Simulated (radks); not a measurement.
# Ta with its nuclear charge varied continuously

One table from this session's results is given with a row withheld; the runs are named, their logs left out.

Program: radks (a radial shooting solver on a logarithmic mesh, Libxc functionals) version 1. Level of theory: non-relativistic Kohn-Sham, PBE, spin-unpolarised, spherical densities, point nucleus. These are calculated values, not measurements, unless marked.

## What is computed

- element: tantalum (Z = 73)
- charge: 0
- electrons: 73
- configuration: [Xe] 4f14 5d3 6s2

The outer shells:

Ta
```
[Xe] core
4f [↑↓][↑↓][↑↓][↑↓][↑↓][↑↓][↑↓]
5d [↑ ][↑ ][↑ ][  ][  ]
6s [↑↓]
```

Set-up of the first run:

Input:

```text
Z 73
configuration [Xe] 4f14 5d3 6s2
relativity non-relativistic
functional pbe,pbe
spin unpolarised
nucleus point
```

Among the steps run: Z = 73.

One table of the session follows, with a row left open; its other results are not shown here.

Sizes of the orbitals, from the radial functions (bohr):

```
level     <r>  outermost maximum (interpolated)  90 % within  nodes
   4s  0.4988                             0.465        0.715      3
   4p  0.5066                             0.467        0.736      2
   4d  0.5254                             0.464        0.787      1
   5s   1.204                              1.08         1.73      4
   5p       ?                                 ?            ?      ?
   4f  0.6178                             0.434         1.03      0
   5d   2.134                              1.54         3.45      2
   6s   3.638                              3.06         5.40      5
```

Estimate the missing values for 5p.

**Answer.** <r>: 1.342; outermost maximum (interpolated): 1.17; 90 % within: 1.96; nodes: 3. In the column «<r>» it lies between 5s (1.204) and 5d (2.134).
